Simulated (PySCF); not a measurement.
# NaSn (quartet): the SCF solver's settings

Aim: find out which solver settings change the answer for NaSn (quartet).

Method: method and basis as typed in the scripts; program: PySCF 2.14.0.

3 further runs of the same task are left out: 1 for a known fault of the program, 2 that didn't finish.

## 1. Where the work starts

NaSn (quartet): 2 atoms, charge 0, spin multiplicity 4.

Bond lengths: Na1–Sn2 2.925 Å.

## 2. The base run

File input.py:

```python
from pyscf import gto, scf, mcscf, mrpt

mol = gto.M(
    atom='Na 0 0 0; Sn 0 0 2.925',
    basis='def2-svp',
    ecp={'Sn': 'def2-svp'},
    charge=0,
    spin=3,
    verbose=4,
)
mf = scf.ROHF(mol)
mf.kernel()
mc = mcscf.CASSCF(mf, 4, 3)
mc.kernel()
mc.analyze()
mrpt.NEVPT(mc).kernel()
mf.dip_moment()
print('orbital energies (hartree):', mf.mo_energy[..., max(0, mol.nelec[1]-3):mol.nelec[0]+3].round(4))
```

On the command line:

```console
$ OMP_NUM_THREADS=1 python input.py
```

Its log is not repeated here.

It gives: E(SCF) = -375.156203 Eh, 12 cycles, E(CAS) − E(SCF) = 0.00000 Eh, NEVPT2 = -0.09163 Eh, μ = 8.36 D (of the SCF density).

The bond length is a typed value, not an optimised one. The quartet is typed in the script; nothing here shows that it is the ground state.

## 3. DIIS space 2

Variant 1 changes DIIS space: default → 2.

File input.py:

```python
from pyscf import gto, scf, mcscf, mrpt

mol = gto.M(
    atom='Na 0 0 0; Sn 0 0 2.925',
    basis='def2-svp',
    ecp={'Sn': 'def2-svp'},
    charge=0,
    spin=3,
    verbose=4,
)
mf = scf.ROHF(mol)
mf.diis_space = 2
mf.kernel()
mc = mcscf.CASSCF(mf, 4, 3)
mc.kernel()
mc.analyze()
mrpt.NEVPT(mc).kernel()
mf.dip_moment()
print('orbital energies (hartree):', mf.mo_energy[..., max(0, mol.nelec[1]-3):mol.nelec[0]+3].round(4))
```

On the command line:

```console
$ OMP_NUM_THREADS=1 python input.py
```

## 4. Second-order solver on

Variant 2 changes second-order solver: off → on.

Changes to input.py since step 2:

```diff
@@ -11,2 +11,3 @@
 mf = scf.ROHF(mol)
+mf = mf.newton()
 mf.kernel()
```

Before running it: what results should come out? Wanted: for each run, E(SCF); from base; SCF dipole; after the SCF.

As calculated:

| run | E(SCF) (hartree) | from base (eV) | cycles | SCF dipole (D) | after the SCF |
| --- | --- | --- | --- | --- | --- |
| base | -375.156203 | 0 | 12 | 8.36 | NEVPT2 correlation -2.493 eV (from the SCF energy, the CASSCF gain included) |
| DIIS space 2 | -375.156203 | 0.0000 | 17 | 8.36 | NEVPT2 correlation -2.493 eV (from the SCF energy, the CASSCF gain included) |
| second-order solver on | -375.156203 | 0.0000 | 4 macro | 8.36 | NEVPT2 correlation -2.493 eV (from the SCF energy, the CASSCF gain included) |

Distance from each run's final energy (log10 hartree) by cycle:

| run | cycle 1 | cycle 2 | cycle 3 | cycle 5 | cycle 8 | cycle 12 |
| --- | --- | --- | --- | --- | --- | --- |
| base | -0.3 | -0.5 | -1.9 | -4.0 | -6.3 | < -11 |
| DIIS space 2 | -0.3 | -0.5 | -1.9 | -4.0 | -5.9 | -7.6 |
| second-order solver on | -1.9 | -6.7 | < -11 | done | done | done |

No change of the SCF energy comes from DIIS space 2 or second-order solver on. The base needs 12 cycles and the run with DIIS space 2 needs 17.
